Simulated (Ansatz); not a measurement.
# YAl2N3: the cost of one run

Program: Ansatz 0.2.0. Level of theory: DFT PBE, scalar-relativistic, plane waves, PAW. These are calculated values, not measurements.

## (1) The structure to begin with

It takes space group I-4m2 (No. 119, tetragonal). The conventional cell has a = 3.433 Å, b = 3.433 Å, c = 14.566 Å, α = 90.00°, β = 90.00°, γ = 90.00°. Y (site symmetry -4m2) has 4 N at 2.10 Å as nearest neighbours. Al (site symmetry 2mm) has 4 N at 2.10 Å as nearest neighbours. N (site symmetry 2mm) is surrounded by 2 Y at 2.10 Å and 2 Al at 2.10 Å. Around N (site symmetry -4m2) lie 4 Al at 2.10 Å.

Coordinates:

```cif
data_structure
_symmetry_space_group_name_H-M 'I-4m2'
_symmetry_Int_Tables_number 119
_cell_length_a 3.4332
_cell_length_b 3.4332
_cell_length_c 14.5659
_cell_angle_alpha 90.000
_cell_angle_beta 90.000
_cell_angle_gamma 90.000
_cell_volume 171.69
loop_
_atom_site_label
_atom_site_type_symbol
_atom_site_symmetry_multiplicity
_atom_site_Wyckoff_symbol
_atom_site_fract_x
_atom_site_fract_y
_atom_site_fract_z
_atom_site_occupancy
Y1 Y 2 a 0.00000 0.00000 0.00000 1
Al1 Al 4 e 0.50000 0.50000 0.16667 1
N1 N 4 f 0.50000 0.00000 0.08333 1
N2 N 2 c 0.00000 0.50000 0.25000 1
```

The start is an ordering of an alloy on its end members' structure types: elements ordered on the sites of the AlN type, Al/Y on Al (I-4m2, No. 119).

## (2) Probe: one point on a coarse mesh

Contents of input.yaml:

```yaml
crystal:
  lattice:
    - [-1.71661083, 1.71661083, 7.28296295]
    - [1.71661083, -1.71661083, 7.28296295]
    - [1.71661083, 1.71661083, -7.28296295]
  atoms:
    - { symbol: "Y", position: [0.0, 0.0, 0.0] }
    - { symbol: Al, position: [0.66666667, 0.66666667, 0.0] }
    - { symbol: Al, position: [0.33333333, 0.33333333, 0.0] }
    - { symbol: "N", position: [0.08333333, 0.58333333, 0.5] }
    - { symbol: "N", position: [0.41666667, 0.91666667, 0.5] }
    - { symbol: "N", position: [0.75, 0.25, 0.5] }
basis:
  ecutwfc: 420
kpoints:
  mp_grid: { grid: [8, 8, 8] }
hamiltonian:
  xc: pbe
scf:
  occupations: { method: gaussian, width: 0.1 }
  lower_state_search: "off"
output:
  forces: true
  stress: true
  eigenvalues: true
```

Started as:

```sh
> ansatz run input.yaml --threads 1 --pin off --max-ram 2560MiB --backend cpu --events-out ev --progress --plain --runs-dir out
```

**Question.** How long does this run take on 1 thread of Intel Xeon at 2.50GHz (Skylake/Cascade Lake), shared host, and how much memory does it need?

About 20 s, with a peak of 0.39 GiB.
